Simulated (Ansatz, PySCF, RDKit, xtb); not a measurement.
**Which structure has the formula CHNZn?**

Task: start from the formula CHNZn, draw up candidate structures, narrow them down in stages, and characterise the one that lies lowest at 298.15 K.

The funnel: GFN2-xTB relaxations, single points with a density functional, relaxations at PBE0-D4/def2-TZVP, harmonic vibrations, and a last energy at a higher level. All values are calculated.

8 further runs of the same task are left out: 8 set aside as unsound or not needed.

## 1. Possible bonding patterns

A program enumerates the bonding patterns with one Lewis structure each (two rings at most, one unusual centre or charged pair), with their diastereomers. O–O, O–halogen and N–halogen bonds and N–N–N chains are not drawn. That gives 4 candidates.

```tsv
label	SMILES	spin
c009	[CH]1=[N][Zn]1	singlet
c234	[C-]1=[NH+][Zn]1	singlet
c416	N#[C][ZnH]	singlet
c780	[C-]#[N+][ZnH]	singlet
```

Candidates are built by distance geometry, with a force field where one applies, in up to four conformers (letters a to d). 16 starts with atoms placed at random are added, to find patterns that the rules miss.

Q: Predict the outcome of this search (final energies at CCSD(T)/def2-TZVPP).

| quantity | value |
| --- | --- |
| lowest structure found | N#[C][ZnH], singlet, C∞v |
| next finalist | [C-]#[N+][ZnH], singlet, 5.4 kcal/mol higher in G |
| share at equilibrium, among the finalists | 100.0 % |
| harmonic wavenumbers, lowest and highest (PBE0-D4/def2-TZVP) | 223 and 2313 cm⁻¹ |
| rotational constants, same geometry | 0.1273 cm⁻¹ |
| dipole moment (PBE0/def2-TZVPD) | 3.56 D |
| HOMO energy (PBE0/def2-TZVPD) | -9.50 eV |
| LUMO energy (PBE0/def2-TZVPD) | -1.57 eV |
| HOMO–LUMO gap (PBE0/def2-TZVPD) | 7.93 eV |
| lowest excitation (TD-PBE0/def2-SVPD) | 6.46 eV (f = 0.000) |
| lowest triplet excitation, same level, Tamm-Dancoff | 5.52 eV |
| vertical ionisation energy | 11.81 eV |
| vertical electron affinity | 0.12 eV |
| vertical triplet less singlet | +5.75 eV |

The search ends on `N#[C][ZnH]`. Among the finalists first place is clear (5.4 kcal/mol); structures outside the list aren't covered. GFN2-xTB, r2SCAN-D4/def2-SVP, PBE0-D4/def2-TZVP and MP2/def2-TZVPP already put its bonding pattern lowest among the structures in one piece; HF/STO-3G and HF/def2-TZVPP favour the singlet [C-]#[N+][ZnH]. Measured bands beside the harmonic value that lies nearest after scaling by 0.96 (printed unscaled): 1996.2 cm⁻¹ (5 K; molecule matrix; “Cyanides, Isocyanides, and Hydrides of Zn, Cd and Hg from Metal Atom and HCN Reactions: Matrix Infrared Spectra and Electronic Structure Calculations”, 2021, pmc:8518711), calculated 1995 cm⁻¹; 2184.7 cm⁻¹ (5 K; molecule matrix; “Cyanides, Isocyanides, and Hydrides of Zn, Cd and Hg from Metal Atom and HCN Reactions: Matrix Infrared Spectra and Electronic Structure Calculations”, 2021, pmc:8518711), calculated 2313 cm⁻¹. The calculated values lie -0.0 to +5.9 % away; anharmonicity is left out, and bands are matched by nearness alone, so a match can be wrong and a large miss can look smaller than it is. Lowest found is not proven lowest: the search is finite, and each finalist counts with one conformer.
